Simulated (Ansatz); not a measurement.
NiMoIrPdW: equation of state with PBE

The system is NiMoIrPdW.

```
Ni Mo Pd Ir W
1.0
     4.11705    0.00000    0.00000
    -2.05853    3.56547    0.00000
     0.00000    0.00000    5.44580
Ni Mo Pd Ir W
1 1 1 1 1
Direct
  0.00000 0.00000 0.95775
  0.66667 0.33333 0.96161
  0.66667 0.33333 0.46295
  0.33333 0.66667 0.72572
  0.33333 0.66667 0.23642
```

The cell was built by a generator and needn't be a form met in nature.

| Quantity | Value |
| --- | --- |
| Program | Ansatz 0.2.0 |
| Task | equation of state |
| Functional | PBE |
| Potentials or basis | Ansatz PAW |
| Cutoff | 420 eV |
| Density cutoff | 1680 eV |
| k mesh | 8 × 8 × 5 |
| Occupations | fermi-dirac, width 0.05 eV |
| Spin | collinear spin, ferromagnetic start |
| Starting moments | [1.0, 1.0, 0.0, 0.6, 0.0] μB |

```
Equilibrium volume                        : 15.99 Å³/atom
Bulk modulus at fixed shape and positions : 224 GPa
Pressure derivative of the bulk modulus   : 4.7
```

Energy against volume, from the lowest point:
```
volume (Å³/atom)  energy (meV/atom)
          15.029              45.19
          15.348              19.28
          15.668               4.62
          15.988               0.00
          16.308               4.34
          16.628              16.66
          16.947              36.10
```

All runs of the series together: 81 s on 8 threads of AMD EPYC 7R43 64-Core Processor (Zen 3), with other jobs on the host.

Caveat: the cell was scaled at fixed shape and fractional positions, which overstates the stiffness of a crystal with free parameters, most of all of layers and chains. The run has no spin-orbit coupling, so splittings on Ir, W are missing.
